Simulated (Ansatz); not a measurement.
Run this with Ansatz's Python interface and show what comes out.

`convert.py`
```python
import ansatz as az
import numpy as np

OCCUPATIONS = "fermi_dirac"
MESH = (7, 7, 5)
MAX_ITERATIONS = 150

vectors = np.array([
    [5.527538, -1.750623, 0.0],
    [5.527538, 1.750623, 0.0],
    [-1.699478, 0.0, 4.734617],
])
structure = (
    az.Lattice.of(vectors)
    .atom("Mg", (0.618468, 0.618468, 0.372044))
    .atom("Ti", (0.260657, 0.260657, 0.886772))
    .atom("Mn", (0.983803, 0.983803, 0.837386))
    .atom("O", (0.091223, 0.091223, 0.581965))
    .atom("O", (0.1966, 0.1966, 0.168286))
    .atom("O", (0.452023, 0.452023, 0.037314))
    .atom("O", (0.778179, 0.778179, 0.735281))
    .moments(Mn=4)
)

calculation = structure.calculation()
calculation = calculation.accuracy("high")
calculation = calculation.spin("collinear")
calculation = calculation.occupations(OCCUPATIONS)
calculation = calculation.basis(24 * az.Ha).functional(az.Functional.LDA)
calculation = calculation.kpoints(*MESH).scf(max_iterations=MAX_ITERATIONS)
calculation = calculation.pseudopotentials("paw")
calculation = calculation.phonons("dfpt", mesh=2)
print(calculation.to_yaml())
```

`python convert.py` gives:
```text
crystal:
  lattice:
    - [5.527538, -1.750623, 0.0]
    - [5.527538, 1.750623, 0.0]
    - [-1.699478, 0.0, 4.734617]
  atoms:
    - { symbol: Mg, position: [0.618468, 0.618468, 0.372044] }
    - { symbol: Ti, position: [0.260657, 0.260657, 0.886772] }
    - { symbol: Mn, position: [0.983803, 0.983803, 0.837386] }
    - { symbol: O, position: [0.091223, 0.091223, 0.581965] }
    - { symbol: O, position: [0.1966, 0.1966, 0.168286] }
    - { symbol: O, position: [0.452023, 0.452023, 0.037314] }
    - { symbol: O, position: [0.778179, 0.778179, 0.735281] }
accuracy: high
basis:
  ecutwfc: 653.073269903712
kpoints:
  mp_grid:
    grid: [7, 7, 5]
hamiltonian:
  xc: lda
  pseudopotentials:
    kind: paw
magnetization:
  spin_polarized: true
  per_species:
    Mn: 4.0
scf:
  max_iter: 150
  occupations:
    method: fermi_dirac
phonons:
  method: dfpt
  qmesh: [2, 2, 2]
```

The input is only written out: it wasn't run, and its settings aren't tested. The structure comes from a database and needn't be a stable phase.
